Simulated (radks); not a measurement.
# Ti²⁺ in [Ar] 3d2: an all-electron calculation

An exercise on one series of results from a longer session: the logs are not shown, and one member is left open.

Method: scalar-relativistic Kohn-Sham, SCAN, spin-unpolarised, spherical densities, finite nucleus. Code: radks (a radial shooting solver on a logarithmic mesh, Libxc functionals) version 1.

### Starting point

* element: titanium (Z = 22)
* charge: +2
* electrons: 20
* configuration: [Ar] 3d2
* nuclear rms radius: 3.5921 fm

Outer shells as boxes (Hund's rule):

Ti²⁺
```
[Ar] core
3d [↑ ][↑ ][  ][  ][  ]
```

Set-up of the first run:

The run's settings:

```text
Z 22
configuration [Ar] 3d2
relativity scalar-relativistic
functional scan,scan
spin unpolarised
nucleus finite rms 3.5921 fm
c 137.035999084
```

The run is started by

```bash
> python run_ks.py task.json out
```

This one command runs every case of the session in turn.

One of the session's tables, all rows but one given; the rest of the session is left out.

Radial moments (bohr):

| level | <r> | outermost maximum (interpolated) | 90 % within | nodes |
| --- | --- | --- | --- | --- |
| 1s | 0.06961 | 0.0456 | 0.124 | 0 |
| 2s | 0.3239 | 0.268 | 0.503 | 1 |
| 2p | 0.2895 | 0.220 | 0.476 | 0 |
| 3s | 1.007 | 0.870 | 1.51 | 2 |
| 3p | ? | ? | ? | ? |
| 3d | 1.430 | 0.976 | 2.44 | 0 |

Q: Estimate the row for 3p from the others.

**Answer.** <r>: 1.083; outermost maximum (interpolated): 0.904; 90 % within: 1.67; nodes: 1. In the column «<r>» it lies between 3s (1.007) and 3d (1.430).

Limits of these values: Spin polarisation and multiplet splitting are left out.
